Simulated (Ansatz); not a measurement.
**ZrB2 (AlB2 type): zero-pressure volume and bulk modulus with revPBE**

One table from this session's results is given with a row withheld; the runs are named, their logs left out.

Method: DFT revPBE, scalar-relativistic, plane waves, PAW, in Ansatz 0.2.0.

1 further run of the same task is left out (set aside as unsound or not needed). Runs told in other sessions of the task aren't counted.

### Starting point

The structure is hexagonal, space group P6/mmm (No. 191). The conventional cell has a = 3.163 Å, b = 3.163 Å, c = 3.524 Å, α = 90.00°, β = 90.00°, γ = 120.00°. Zr (site symmetry 6/mmm) has 12 B at 2.54 Å in its first shell of neighbours. Around B (site symmetry -6m2) lie 3 B at 1.83 Å and 6 Zr at 2.54 Å.

As a file:

```cif
data_structure
_symmetry_space_group_name_H-M 'P 1'
_symmetry_Int_Tables_number 1
_cell_length_a 3.1632
_cell_length_b 3.1632
_cell_length_c 3.5240
_cell_angle_alpha 90.000
_cell_angle_beta 90.000
_cell_angle_gamma 120.000
_cell_volume 30.54
loop_
_atom_site_label
_atom_site_type_symbol
_atom_site_fract_x
_atom_site_fract_y
_atom_site_fract_z
_atom_site_occupancy
Zr1 Zr 0.00000 0.00000 0.00000 1
B1 B 0.33333 0.66667 0.50000 1
B2 B 0.66667 0.33333 0.50000 1
```

An earlier run on this cell at PBE gave 2.42 GPa at 10.179 Å³/atom (8×8×8 mesh), no gap.

Set-up of the first run:

input.yaml

```yaml
crystal:
  lattice:
    - [3.1632195451, 0.0, 0.0]
    - [-1.5816097725, 2.7394284838, 0.0]
    - [0.0, 0.0, 3.5239748476]
  atoms:
    - { symbol: Zr, position: [0.0, 0.0, 0.0] }
    - { symbol: B, position: [0.3333333333, 0.6666666667, 0.5] }
    - { symbol: B, position: [0.6666666667, 0.3333333333, 0.5] }
basis:
  ecutwfc: 420
  ecutrho_ratio: 4
kpoints:
  mp_grid: { grid: [8, 8, 8] }
hamiltonian:
  xc: revpbe
scf:
  occupations: { method: gaussian, width: 0.05 }
output:
  forces: true
  stress: true
  eigenvalues: true
relax:
  f_tol: 0.02
  max_steps: 40
  cell: { stress_tol: 0.2, fix: [volume] }
```

Run with:

```
$ ansatz run input.yaml --threads 4 --pin off --max-ram 8192MiB --backend cpu --events-out ev --progress --plain --runs-dir out
```

Among the steps run: At the given cell; Stepping to 10.527 Å³/atom; Stepping to 10.398 Å³/atom; Volume × 0.98 of the new zero; Volume × 1.02 of the new zero; Volume × 0.96 of the new zero; Volume × 1.04 of the new zero.

One of the session's tables, all rows but one given; the rest of the session is left out.

It belongs to the step «Energy and pressure against volume». 

```
volume (Å³/atom)  energy (meV/atom)  pressure (GPa)
           9.982              12.86           10.24
          10.190                  ?               ?
          10.398               0.00            0.01
          10.606               2.91           -4.39
          10.814              11.25           -8.38
```

**Question.** Estimate the row for volume (Å³/atom) = 10.190.

Worked estimate for «energy (meV/atom)». A straight line through the neighbours (9.982, 12.86) and (10.398, 0.00) gives 12.86 + (0.00 − 12.86) × (10.190 − 9.982) / (10.398 − 9.982) = 6.43; a parabola fitted to 3 rows on both sides gives 3.32.

The run gave: energy (meV/atom): 3.11; pressure (GPa): 4.87. In «energy (meV/atom)» the line misses by +3.32 and the parabola by +0.21.
